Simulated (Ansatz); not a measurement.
# GaF₃: up Jacob's ladder to CCSD(T)

How much do the methods differ for GaF₃? The plan is to run it at one geometry with functionals of several rungs and with coupled cluster, and see how far each lands from CCSD(T) at the basis-set limit for the atomisation energy.

The runs use Ansatz 0.2.0, Gaussian basis; functionals in def2-TZVPP, the program's frozen cores in correlated methods.

Levels to be run: LDA (SPW92), PBE-D4, revPBE-D4, BLYP-D4, r2SCAN-D4, B97M-V, PBE0-D4, B3LYP-D4, r2SCANh-D4, r2SCAN0-D4, HSE06-D4, BHLYP-D4, CAM-B3LYP-D4, LC-ωPBE, ωB97X-V, ωB97M-V, B2PLYP, PBE-QIDH; CCSD(T)/def2-SVP; CCSD(T)/def2-TZVPP; MP2/def2-QZVPP; extrapolation to the limit; RPA on PBE.

**1. The relaxed structure**

All runs share one geometry, relaxed beforehand with PBE0-D4 in a triple-zeta def2 set.

4 atoms, charge 0, spin multiplicity 1.

Atoms are counted from 1 here; the program's logs count them from 0.

Bond lengths: F1–Ga2 1.724 Å, Ga2–F3 1.724 Å, Ga2–F4 1.724 Å. Angles: F1–Ga2–F3 120.0°, F1–Ga2–F4 120.0°, F3–Ga2–F4 120.0°.

**2. LDA**

This LDA is Slater exchange with PW92 correlation.

The input, in.yaml:

```yaml
crystal:
  periodic: [false, false, false]
  atoms:
    - {symbol: F, position_ang: [-0.048673, -1.610127, 0.645938]}
    - {symbol: Ga, position_ang: [0.013827, -0.015025, -0.005201]}
    - {symbol: F, position_ang: [0.964113, 1.195796, 0.771305]}
    - {symbol: F, position_ang: [-0.873768, 0.369056, -1.432440]}
basis:
  gaussian: {orbitals: def2-TZVPP}
hamiltonian: {xc: lda}
output: {orbitals: {seedname: orbitals}}
```

On the command line:

```
ansatz run in.yaml --threads 4 --pin off --events-out ev --progress --plain --max-ram 10444MiB
```

After this run come: PBE-D4 (GGA); revPBE-D4 (GGA); BLYP-D4 (GGA); r2SCAN-D4 (meta-GGA); B97M-V (meta-GGA); B3LYP-D4 (hybrid); r2SCANh-D4 (hybrid); r2SCAN0-D4 (hybrid); HSE06-D4 (hybrid); BHLYP-D4 (hybrid); CAM-B3LYP-D4 (range-separated); LC-ωPBE (range-separated); ωB97X-V (range-separated); ωB97M-V (range-separated); B2PLYP (double hybrid); PBE-QIDH (double hybrid); CCSD(T) in def2-SVP; CCSD(T) in def2-TZVPP; MP2 in def2-QZVPP; RPA on PBE orbitals.

Q: Predict the results of all the runs planned. Wanted: atomisation energy, CCSD(T)/CBS; farthest beyond LDA; mean size of error, GGA; mean size of error, meta-GGA; mean size of error, hybrid; mean size of error, range-separated; mean size of error, double hybrid; gap, smallest and largest; T1 diagnostic.

As calculated:

```
                               quantity                                  value
        atomisation energy, CCSD(T)/CBS                         339.4 kcal/mol
functionals within 3.4 kcal/mol (1.0 %)            r2SCAN-D4, LC-ωPBE, ωB97X-V
                    farthest beyond LDA              BHLYP-D4 (-31.5 kcal/mol)
                mean size of error, GGA                           7.0 kcal/mol
           mean size of error, meta-GGA                           3.1 kcal/mol
             mean size of error, hybrid                          15.2 kcal/mol
    mean size of error, range-separated                           3.7 kcal/mol
      mean size of error, double hybrid                           5.8 kcal/mol
              gap, smallest and largest  6.20 eV (BLYP-D4), 14.72 eV (LC-ωPBE)
                          T1 diagnostic                                 0.0146
triples share of the correlation energy                                  3.0 %
```

What this shows: The LDA atomisation energy is off by 59.3 kcal/mol (17 %): it overbinds. PBE-D4 is off by +4.2 kcal/mol. Double hybrids carry the basis error of their MP2 part in triple zeta, and no dispersion term here, so their miss is partly the set-up's. Taken by rung, meta-GGA functionals do best (3.1 kcal/mol on average) and hybrid ones worst beyond LDA (15.2 kcal/mol). The gap between the best rungs is small, so their order is not settled. The mean of the hybrids holds BHLYP, with half exact exchange. RPA and LDA stand outside this count. Misses under about 3.4 kcal/mol are within the doubt on the reference itself, which lacks core-valence correlation, relativity and higher excitations, and its outer-core shells are covered unevenly. Hartree-Fock recovers 69 % of the binding; the rest is correlation. CCSD(T) in def2-SVP is off by -20.5 kcal/mol, worse than the median functional, from the basis alone. The gap grows from 6.2 to 14.7 eV across the functionals, mostly with the share of exact exchange. Correlated methods include outer-core shells of Ga, which these sets cover unevenly.
